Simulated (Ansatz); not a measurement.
# Ca3As: the cost of one run

Program: Ansatz 0.2.0. Level of theory: DFT PBE, scalar-relativistic, plane waves, PAW. These are calculated values, not measurements.

## Step 1: The structure to begin with

Symmetry: P4/mmm, No. 123, tetragonal system. The conventional cell has a = 5.287 Å, b = 5.287 Å, c = 3.483 Å, α = 90.00°, β = 90.00°, γ = 90.00°. Around Ca (site symmetry mmm) lie 2 As at 2.64 Å. Ca (site symmetry 4/mmm) is surrounded by 10 Ca at 3.17 to 3.48 Å. As (site symmetry 4/mmm) is surrounded by 4 Ca at 2.64 Å.

As a file:

```cif
data_structure
_symmetry_space_group_name_H-M 'P4/mmm'
_symmetry_Int_Tables_number 123
_cell_length_a 5.2869
_cell_length_b 5.2869
_cell_length_c 3.4826
_cell_angle_alpha 90.000
_cell_angle_beta 90.000
_cell_angle_gamma 90.000
_cell_volume 97.34
loop_
_atom_site_label
_atom_site_type_symbol
_atom_site_symmetry_multiplicity
_atom_site_Wyckoff_symbol
_atom_site_fract_x
_atom_site_fract_y
_atom_site_fract_z
_atom_site_occupancy
Ca1 Ca 2 e 0.00000 0.50000 0.50000 1
Ca2 Ca 1 a 0.00000 0.00000 0.00000 1
As1 As 1 d 0.50000 0.50000 0.50000 1
```

The cell is invented: random cell by space group and Wyckoff sites (P4/mmm, No. 123). Its size is a rough estimate.

## Step 2: A first look at the guess

input.yaml reads:

```yaml
crystal:
  lattice:
    - [5.28687999, 0.0, 0.0]
    - [0.0, 5.28687999, 0.0]
    - [0.0, 0.0, 3.48255485]
  atoms:
    - { symbol: Ca, position: [0.0, 0.5, 0.5] }
    - { symbol: Ca, position: [0.5, 0.0, 0.5] }
    - { symbol: Ca, position: [0.0, 0.0, 0.0] }
    - { symbol: As, position: [0.5, 0.5, 0.5] }
basis:
  ecutwfc: 420
kpoints:
  mp_grid: { grid: [4, 4, 6] }
hamiltonian:
  xc: pbe
scf:
  occupations: { method: gaussian, width: 0.1 }
  lower_state_search: "off"
output:
  forces: true
  stress: true
  eigenvalues: true
```

Launch:

```bash
$ ansatz run input.yaml --threads 1 --pin off --max-ram 2560MiB --backend cpu --events-out ev --progress --plain --runs-dir out
```

What time and memory should one allow on 1 thread of Arm Neoverse V1, shared host?

About 3.5 s, with a peak of 0.35 GiB.
